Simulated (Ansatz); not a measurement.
# FHSSn: one species, many methods

Aim: compute FHSSn with functionals from several rungs and with coupled cluster. The yardstick is the atomisation energy at the CCSD(T) limit.

Program: Ansatz 0.2.0, Gaussian basis. Level of theory: functionals in def2-TZVPP, the program's frozen cores in correlated methods. These are calculated values, not measurements.

The runs, in order: LDA (SPW92), PBE-D4, revPBE-D4, BLYP-D4, r2SCAN-D4, B97M-V, PBE0-D4, B3LYP-D4, r2SCANh-D4, r2SCAN0-D4, HSE06-D4, BHLYP-D4, CAM-B3LYP-D4, LC-ωPBE, ωB97X-V, ωB97M-V, B2PLYP, PBE-QIDH; CCSD(T)/def2-SVP; CCSD(T)/def2-TZVPP; CCSD(T)/def2-QZVPP; extrapolation to the limit; RPA on PBE.

## 1. The geometry

All runs share one geometry, relaxed beforehand with PBE0-D4 in a triple-zeta def2 set. Sn takes the def2 core potential; no spin-orbit term is included.

4 atoms, charge 0, spin multiplicity 1.

Atoms are counted from 1 here; the program's logs count them from 0.

Bond lengths: F1–Sn2 1.948 Å, Sn2–S3 2.426 Å, S3–H4 1.346 Å. Angles: F1–Sn2–S3 94.0°, Sn2–S3–H4 90.4°.

## 2. LDA

This LDA is Slater exchange with PW92 correlation.

in.yaml reads:

```yaml
crystal:
  periodic: [false, false, false]
  atoms:
    - {symbol: F, position_ang: [-1.622826, -0.458031, 0.334766]}
    - {symbol: Sn, position_ang: [-0.523415, 1.102387, 0.725657]}
    - {symbol: S, position_ang: [1.440089, 0.206656, -0.381613]}
    - {symbol: H, position_ang: [0.761651, -0.911313, -0.699109]}
basis:
  gaussian: {orbitals: def2-TZVPP}
hamiltonian: {xc: lda}
output: {orbitals: {seedname: orbitals}}
```

Launch:

```
ansatz run in.yaml --threads 4 --pin off --events-out ev --progress --plain --max-ram 10444MiB
```

The runs that follow: PBE-D4 (GGA); revPBE-D4 (GGA); BLYP-D4 (GGA); r2SCAN-D4 (meta-GGA); B97M-V (meta-GGA); PBE0-D4 (hybrid); B3LYP-D4 (hybrid); r2SCANh-D4 (hybrid); r2SCAN0-D4 (hybrid); HSE06-D4 (hybrid); BHLYP-D4 (hybrid); CAM-B3LYP-D4 (range-separated); LC-ωPBE (range-separated); ωB97X-V (range-separated); ωB97M-V (range-separated); B2PLYP (double hybrid); PBE-QIDH (double hybrid); CCSD(T) in def2-SVP; CCSD(T) in def2-TZVPP; CCSD(T) in def2-QZVPP; RPA on PBE orbitals.

**Question.** What will the summary of the whole plan be? Wanted: atomisation energy, CCSD(T)/CBS; farthest beyond LDA; mean size of error, GGA; mean size of error, meta-GGA; mean size of error, hybrid; mean size of error, range-separated; mean size of error, double hybrid; gap, smallest and largest; T1 diagnostic.

As calculated:

```
                               quantity                                 value
        atomisation energy, CCSD(T)/CBS                             12.395 eV
    functionals within 0.124 eV (1.0 %)           BLYP-D4, r2SCAN-D4, ωB97X-V
                    farthest beyond LDA                  BHLYP-D4 (-0.881 eV)
                mean size of error, GGA                              0.167 eV
           mean size of error, meta-GGA                              0.118 eV
             mean size of error, hybrid                              0.432 eV
    mean size of error, range-separated                              0.232 eV
      mean size of error, double hybrid                              0.441 eV
              gap, smallest and largest  3.15 eV (BLYP-D4), 9.30 eV (LC-ωPBE)
                          T1 diagnostic                                0.0164
triples share of the correlation energy                                 3.5 %
```

**Reading.** The LDA atomisation energy is off by 2.113 eV (17 %): it overbinds. PBE-D4 is off by +0.267 eV. Double hybrids carry the basis error of their MP2 part in triple zeta, and no dispersion term here, so their miss is partly the set-up's. Taken by rung, meta-GGA functionals do best (0.118 eV on average) and double hybrid ones worst beyond LDA (0.441 eV). The gap between the best rungs is small, so their order is not settled. Misses under about 0.124 eV are within the doubt on the reference itself, which lacks core-valence correlation, spin-orbit coupling and higher excitations, and its outer-core shells are covered unevenly. All levels share the lack of spin-orbit coupling, which lowers the free heavy atoms and so the true binding. Hartree-Fock recovers 63 % of the binding; the rest is correlation. CCSD(T) in def2-SVP is off by -1.603 eV, which most functionals beat. Orbital gaps span 3.2 to 9.3 eV; exact exchange widens them. Correlated methods include outer-core shells of Sn, which these sets cover unevenly.
